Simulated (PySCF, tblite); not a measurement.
# C3H15B2NSi: geometry, infrared bands and NMR shifts

Aim: predict the infrared bands and NMR shifts of C3H15B2NSi (`BC[B@@H-]([NH3+])C[SiH2]C`).

Programs: tblite 0.8.0 and PySCF 2.14.0, with density-fitted response routines of our own. Each step states its level of theory. These are calculated values for one molecule in the gas phase, unless marked as measured. Atoms are numbered from 0 throughout.

## Step 1: The starting structure

22 atoms, charge 0, multiplicity 1; geometry from: force field or distance geometry start.

Bonds of the start (Å): B0–C1 1.61, C1–B2 1.58, B2–N3 1.53, B2–C4 1.56, C4–Si5 1.84, Si5–C6 1.89, B0–H7 1.20, B0–H8 1.19, C1–H9 1.12, C1–H10 1.10, B2–H11 1.21, N3–H12 1.05, N3–H13 1.05, N3–H14 1.04, C4–H15 1.11, C4–H16 1.12, Si5–H17 1.47, Si5–H18 1.47, C6–H19 1.12, C6–H20 1.11, C6–H21 1.11.

## Step 2: Relaxing the molecule with GFN2-xTB

The job: settings as JSON, then the geometry in Å.

```
{"job": {"kind": "relax", "xc": "GFN2-xTB", "basis": "xTB"}, "charge": 0, "multiplicity": 1}
B     -1.548800    -1.453600     0.841500
C     -1.682000    -0.768900    -0.605400
B     -1.036000     0.674600    -0.637800
N     -1.549100     1.586100     0.483000
C      0.525600     0.697800    -0.729600
Si     1.382700    -0.475800     0.397900
C      3.221800    -0.311000     0.018100
H     -2.443500    -1.220300     1.601200
H     -1.161500    -2.579300     0.850900
H     -2.776600    -0.646900    -0.784800
H     -1.303300    -1.446700    -1.390100
H     -1.453600     1.182500    -1.651600
H     -2.460200     1.994200     0.156600
H     -0.820700     2.321800     0.636600
H     -1.717000     0.997500     1.326300
H      0.882000     0.500200    -1.759700
H      0.873700     1.739400    -0.493200
H      1.238900    -0.141200     1.822900
H      1.035400    -1.887000     0.159500
H      3.823900    -0.128700     0.945300
H      3.587500    -1.191700    -0.548600
H      3.370800     0.576200    -0.639900
```

On the command line:

```console
$ OMP_NUM_THREADS=1 python probes_run.py task.json out
```

This one command runs all jobs of the session in turn.

**Question.** This job is followed by: GFN2-xTB harmonic vibrations, gas phase; GIAO PBE0/pcSseg-1 NMR shielding, non-relativistic, gas phase. What will the session give for the following? strongest single infrared mode (GFN2-xTB); zero-point energy (GFN2-xTB); 13C shifts against TMS (PBE0/pcSseg-1); 1H shifts against TMS (PBE0/pcSseg-1, means over atoms taken as alike); 11B shifts against BF3·OEt2 (PBE0/pcSseg-1); 15N shifts against NH3 (PBE0/pcSseg-1); 29Si shifts against TMS (PBE0/pcSseg-1); surface potential, 1st and 99th percentile.

**Answer**, as computed:

```
                                                              quantity                                                            value
                             strongest single infrared mode (GFN2-xTB)                                            2004 cm⁻¹, 468 km/mol
                                          zero-point energy (GFN2-xTB)                                                   112.1 kcal/mol
                                13C shifts against TMS (PBE0/pcSseg-1)                                              39.0, 8.4, -5.2 ppm
1H shifts against TMS (PBE0/pcSseg-1, means over atoms taken as alike)  8.16, 3.69, 3.61, 3.25, 2.96, 2.04, 1.10, 0.25, 0.03, -0.25 ppm
                           11B shifts against BF3·OEt2 (PBE0/pcSseg-1)                                                  87.7, -13.9 ppm
                                15N shifts against NH3 (PBE0/pcSseg-1)                                                         57.5 ppm
                               29Si shifts against TMS (PBE0/pcSseg-1)                                                        -53.0 ppm
                                 surface potential, 1st and 99th percentile                                               -1.04 V and 2.51 V
```

Relaxing lowered the energy by 1.099 eV in 138 steps; the close pair that moved most is B2–N3, from 1.533 to 1.646 Å. The lowest mode is imaginary (40i cm⁻¹), so the xTB geometry is not a minimum. The strongest single mode, at 2004 cm⁻¹, moves mainly H17. Unscaled tight-binding wavenumbers are off by several per cent, some by more. Its intensities can rank the bands wrongly. At PBE0/pcSseg-1: Shielding is most anisotropic at B0 (span 228 ppm, paramagnetic term -180 ppm). By nearest atom (PBE0/pcSseg-1), the HOMO sits on H11 30 %; C4 14 % and the LUMO on B0 42 %; H7, H8 about 12 % each.
